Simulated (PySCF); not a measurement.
# H6NPb (Pb(H)3(NH3)-): the cost of one run

Computed with PySCF 2.14.0. Level: PBE0, Pb def2-SVP with ECP60, H def2-SVP, N def2-SVP; scalar-relativistic core potentials, no spin–orbit coupling.

1 further run of the same task is left out (for a known fault of the program).

## 1. Where the work starts

8 atoms, charge -1, spin multiplicity 1.

Bond lengths: Pb1–H2 1.878 Å, Pb1–H3 1.878 Å, Pb1–H4 1.878 Å, N5–H6 1.023 Å, N5–H7 1.023 Å, N5–H8 1.023 Å. Angles: H2–Pb1–H3 91.4°, H2–Pb1–H4 91.4°, H3–Pb1–H4 91.4°, H6–N5–H7 101.4°, H6–N5–H8 101.4°, H7–N5–H8 101.4°.

Geometry (Å):

```xyz
8
H6NPb
Pb    0.3087   -0.3087    0.3087
H     1.5532    0.3478    1.5532
H    -0.3478   -1.5532    1.5532
H     1.5532   -1.5532   -0.3478
N    -2.0530    2.0530   -2.0530
H    -2.1607    2.1607   -1.0409
H    -1.0409    2.1607   -2.1607
H    -2.1607    1.0409   -2.1607
```

Formal oxidation states: Pb +2. An earlier session relaxed this geometry at PBE0, Pb def2-SVP with ECP60, H def2-SVP, N def2-SVP (singlet, point group C3v).

Its energy there is -251.094795 Eh.

## 2. One electron removed, multiplicity 2

File run.py (the lines that set the calculation):

```python
mol = gto.M(atom='''
Pb     0.30871    -0.30871     0.30871
H      1.55320     0.34784     1.55320
H     -0.34784    -1.55320     1.55320
H      1.55320    -1.55320    -0.34784
N     -2.05295     2.05295    -2.05295
H     -2.16069     2.16069    -1.04092
H     -1.04092     2.16069    -2.16069
H     -2.16069     1.04092    -2.16069''',
    basis={'Pb': 'def2-SVP', 'H': 'def2-SVP', 'N': 'def2-SVP'},
    ecp={'Pb': 'def2-SVP'},
    charge=0, spin=1)
mf = dft.UKS(mol, xc='PBE0')
mf.grids.atom_grid = (50, 194)
mf = mf.density_fit()  # fitting sets: Pb def2-universal-JKFIT, H def2-universal-JKFIT, N def2-universal-JKFIT
mf.conv_tol = 1e-08; mf.max_cycle = 55
mf.kernel(dm0)  # dm0: the density of the relaxed state
```

Started as:

```sh
OMP_NUM_THREADS=2 python run.py
```

**Question.** How long does this run take on 2 threads of AMD EPYC 9R45 (Zen 5), shared host?

About 1.1 s.
